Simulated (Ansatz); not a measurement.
# Si12CO: the cost of one run

Program: Ansatz 0.2.0. Level of theory: DFT PBE, scalar-relativistic, plane waves, PAW. These are calculated values, not measurements.

42 further runs of the same task are left out: 42 set aside as unsound or not needed. Runs told in other sessions of the task aren't counted.

### 1 The starting structure

The structure is triclinic, space group P1 (No. 1). Conventional cell: a = 5.470 Å, b = 7.735 Å, c = 21.724 Å, α = 90.00°, β = 90.00°, γ = 90.00°. Si (site symmetry 1) has 3 Si at 2.34 to 2.37 Å in its first shell of neighbours. Si (site symmetry 1) is surrounded by 4 Si at 2.33 to 2.35 Å. Only part of the 14 independent sites is listed.

Structure file:

```xyz
14
Lattice="7.7351 0.0000 0.0000 0.0000 5.4695 0.0000 0.0000 0.0000 21.7238" Properties=species:S:1:pos:R:3 pbc="T T T"
Si    1.9338    0.0000    4.0000
Si    5.8013    0.0000    4.0000
Si    0.0000    1.3674    4.0000
Si    3.8675    1.3674    4.0000
Si    0.0000    2.7481    5.8880
Si    3.8675    2.7481    5.8880
Si    1.9338    4.0888    5.8880
Si    5.8013    4.0888    5.8880
Si    1.9338    0.0539    7.7238
Si    5.8013    0.0539    7.7238
Si    0.0000    1.3134    7.7238
Si    3.8675    1.3134    7.7238
C     0.0000    0.0539    9.1738
O    -0.2727   -0.0717   10.2943
```

This is the geometry of the first run shown, built on a cell relaxed beforehand with the same method.

### 2 What is varied

Atoms count from 1 in the order of the input.

CO stands on one site of a rigid substrate at a fixed height and bond length while its axis is turned; the height is held at 1.45 Å.

The axes are (1) tilt of the C13-O14 axis from the surface normal: 7 values from 0 to 90 °; (2) azimuth of the C13-O14 axis from the diagonal of the surface cell: 12 values from 0 to 330 °, periodic.

Nothing else is relaxed. Points are written as (first, second).

### 3 Grid point (15°, 150°)

The cell repeats along c, and a dipole correction in the vacuum removes the field between the copies.

Contents of input.yaml:

```yaml
crystal:
  lattice:
    - [7.7350711403, 0.0, 0.0]
    - [0.0, 5.4695212563, 0.0]
    - [0.0, 0.0, 21.7238421161]
  atoms:
    - { symbol: Si, position: [0.25, 0.0, 0.1841294914] }
    - { symbol: Si, position: [0.75, 0.0, 0.1841294914] }
    - { symbol: Si, position: [0.0, 0.25, 0.1841294914] }
    - { symbol: Si, position: [0.5, 0.25, 0.1841294914] }
    - { symbol: Si, position: [0.0, 0.5024402206, 0.2710384099] }
    - { symbol: Si, position: [0.5, 0.5024402206, 0.2710384099] }
    - { symbol: Si, position: [0.25, 0.7475597794, 0.2710384099] }
    - { symbol: Si, position: [0.75, 0.7475597794, 0.2710384099] }
    - { symbol: Si, position: [0.25, 0.0098635024, 0.3555467801] }
    - { symbol: Si, position: [0.75, 0.0098635024, 0.3555467801] }
    - { symbol: Si, position: [0.0, 0.2401364976, 0.3555467801] }
    - { symbol: Si, position: [0.5, 0.2401364976, 0.3555467801] }
    - { symbol: C, position: [0.0, 0.0098635024, 0.4222937207] }
    - { symbol: O, position: [-0.0352528714, -0.0131048281, 0.4738717958] }
basis:
  ecutwfc: 420
kpoints:
  mp_grid: { grid: [4, 5, 1] }
hamiltonian:
  xc: pbe
  pseudopotentials: { kind: paw, azcp: { folder: soft_1 } }
scf:
  occupations: { method: gaussian, width: 0.05 }
output:
  forces: true
  eigenvalues: true
  write_density: true
  write_potential: true
  elf: true
  volumetric_format: npy
efield:
  axis: 3
  dipole_correction: true
  ramp_width: 0.04
```

Command:

```
$ ansatz run input.yaml --threads 1 --pin off --max-ram 3072MiB --backend cpu --events-out ev --progress --plain --runs-dir out
```

**Question.** How long does this run take on 1 thread of AMD EPYC 9R45 (Zen 5), shared host, and how much memory does it need?

About 22 s, with a peak of 0.96 GiB.
